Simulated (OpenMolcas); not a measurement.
# Rh⁵⁺ among point charges: CASSCF and CASPT2 levels and susceptibility

Aim: the splitting of the states of Rh⁵⁺ in the field of 5 point charges, its lowest levels with spin-orbit coupling and its magnetic susceptibility.

Program: OpenMolcas 26.06. Level of theory: state-averaged CASSCF and CASPT2, spin-orbit coupling by RASSI with atomic mean-field integrals. These are calculated values, not measurements, unless marked.

## 1. What is computed

```
Species                           : Rh⁵⁺ (rhodium, Z = 45, 40 electrons)
Basis                             : ANO-RCC-VTZP [7s6p4d2f1g], 68 functions
Scalar Hamiltonian                : DKH2, point nucleus
Inactive shells                   : 1s 2s 2p 3s 3p 3d 4s 4p
Active space                      : 4 electrons in 5 orbitals (4d)
Some configurations of this space : 4d4
Orbitals                          : optimised for each spin and parity, averaged over all roots
```

Outer shells as boxes (Hund's rule):

4d4
```
4d [↑ ][↑ ][↑ ][↑ ][  ]
```

The ion sits among 5 point charges of -2 e arranged as a trigonal bipyramid (D3h), 2.03 Å from the ion, with the axial distance 2.071 Å.

Each step is its own input file, run in one work folder so that later steps find the files of earlier ones. Labels, J, g values, rates, χT and fits are worked out afterwards by a script from the matrices that RASSI stores.

## 2. GATEWAY and SEWARD: basis and integrals

a.inp

```
&GATEWAY
Coord
1

Rh 0.0 0.0 0.0
Basis=ANO-RCC-VTZP
Group=NoSym
NoMove
AngMom=0.0 0.0 0.0
AMFI
XField
5 Angstrom 0
2.030000 0.000000 0.000000 -2.000000
-1.015000 1.758032 0.000000 -2.000000
-1.015000 -1.758032 0.000000 -2.000000
0.000000 0.000000 2.070600 -2.000000
0.000000 0.000000 -2.070600 -2.000000
&SEWARD
```

The run is started by

```console
OMP_NUM_THREADS=1 MOLCAS_MEM=1689 MOLCAS_PROJECT=a pymolcas a.inp > a.log
```

## 3. Reference wave functions, quintets, 5 roots

a.inp

```
&RASSCF
FileOrb=start.orb
Symmetry=1
Spin=5
nActEl=4 0 0
Inactive=18
Ras2=5
CIRoot=5 5 1
SDav=5
CIMx=300
Iter=120 100
PrWF=0.3
OrbListing=Nothing
MaxOrb=0
>>> COPY $Project.JobIph JOB001
```

start.orb holds the contracted functions of the basis, ordered by shell, or the orbitals of the step before.

## 4. Reference wave functions, triplets, 45 roots

a.inp

```
&RASSCF
FileOrb=start.orb
Symmetry=1
Spin=3
nActEl=4 0 0
Inactive=18
Ras2=5
CIRoot=45 45 1
SDav=45
CIMx=300
Iter=120 100
PrWF=0.3
OrbListing=Nothing
MaxOrb=0
>>> COPY $Project.JobIph JOB002
```

## 5. Reference wave functions, singlets, 50 roots

a.inp

```
&RASSCF
FileOrb=start.orb
Symmetry=1
Spin=1
nActEl=4 0 0
Inactive=18
Ras2=5
CIRoot=50 50 1
SDav=50
CIMx=300
Iter=120 100
PrWF=0.3
OrbListing=Nothing
MaxOrb=0
>>> COPY $Project.JobIph JOB003
```

## 6. RASSI: spin-orbit coupling between the states

a.inp

```
&RASSI
NrOfJobIphs=3 5 45 50
1 2 3 4 5
1 2 3 4 5 6 7 8 9 10 11 12 13 14 15 16 17 18 19 20 21 22 23 24 25 26 27
28 29 30 31 32 33 34 35 36 37 38 39 40 41 42 43 44 45
1 2 3 4 5 6 7 8 9 10 11 12 13 14 15 16 17 18 19 20 21 22 23 24 25 26 27
28 29 30 31 32 33 34 35 36 37 38 39 40 41 42 43 44 45 46 47 48 49 50
IphNames
JOB001
JOB002
JOB003
EJob
SpinOrbit
DIPRint=1.0
SOCoupling=1000.0
Subsets=2
Property=9
'ANGMOM' 1 'ANGMOM' 2 'ANGMOM' 3 'MLTPL  1' 1 'MLTPL  1' 2 'MLTPL  1' 3
'AMFI' 1 'AMFI' 2 'AMFI' 3
SOProperty=3
'ANGMOM' 1 'ANGMOM' 2 'ANGMOM' 3
```

## 7. CASPT2: IPEA 0.25, imaginary shift 0.1 (closed shells correlated: 4s 4p)

a.inp

```
>>> COPY JOB001 $Project.JobIph
&CASPT2
Multistate=5 1 2 3 4 5
NoMult
Frozen=14
IPEA=0.25
Imaginary=0.1
MaxIter=60
WThr=0.0 0.3 0.05
PrWF=0.5
NoMix
>>> COPY JOB002 $Project.JobIph
&CASPT2
Multistate=45 1 2 3 4 5 6 7 8 9 10 11 12 13 14 15 16 17 18 19 20 21 22
23 24 25 26 27 28 29 30 31 32 33 34 35 36 37 38 39 40 41 42 43 44 45
NoMult
Frozen=14
IPEA=0.25
Imaginary=0.1
MaxIter=60
WThr=0.0 0.3 0.05
PrWF=0.5
NoMix
>>> COPY JOB003 $Project.JobIph
&CASPT2
Multistate=50 1 2 3 4 5 6 7 8 9 10 11 12 13 14 15 16 17 18 19 20 21 22
23 24 25 26 27 28 29 30 31 32 33 34 35 36 37 38 39 40 41 42 43 44 45 46
47 48 49 50
NoMult
Frozen=14
IPEA=0.25
Imaginary=0.1
MaxIter=60
WThr=0.0 0.3 0.05
PrWF=0.5
NoMix
```

(Steps that only read results are left out.)

What does the calculation give? Wanted: spin-free ground state; first state of the same spin within the active space; lowest level; next level.

As calculated:

```
                                            quantity                                                                        value
                                              method  SS-CASPT2, IPEA 0.25, imaginary shift 0.1 (closed shells correlated: 4s 4p)
                              spin-free ground state                                              5A1, 1-fold in its orbital part
first state of the same spin within the active space                                                              5E at 4660 cm⁻¹
                                        lowest level                                                                    1-fold A1
                                          next level                                                                   228.9 cm⁻¹
                                         χT at 300 K                                                               1.55 cm³ K/mol
                           effective moment at 300 K                                                                      3.52 μB
```

Cost by method:

```csv
method,time of its own steps,time with the reference
A. CASSCF,87 s,87 s
"B. SS-CASPT2, IPEA 0.25, imaginary shift 0.1, +4s 4p",84 s,2.9 min
```

Times are of one thread on a shared host.

What this shows: The spin-free ground state (5A1) comes to 100 % from free-ion D terms and keeps the highest spin of the shell. χT at 300 K is 1.55, against 3.01 cm³ K/mol for the spin alone, so spin-orbit coupling lowers it. An active space of the d shell alone favours high spin; real ions in strong fields can be low spin. CASPT2 does not keep the components of a term degenerate, and the means are used. The field of point charges can differ much from that of real complexes. With metal d orbitals alone active, the gaps between spin states are rough; where two lie within a few thousand cm-1, their order is open. This is an electrostatic model: the charges have no orbitals.
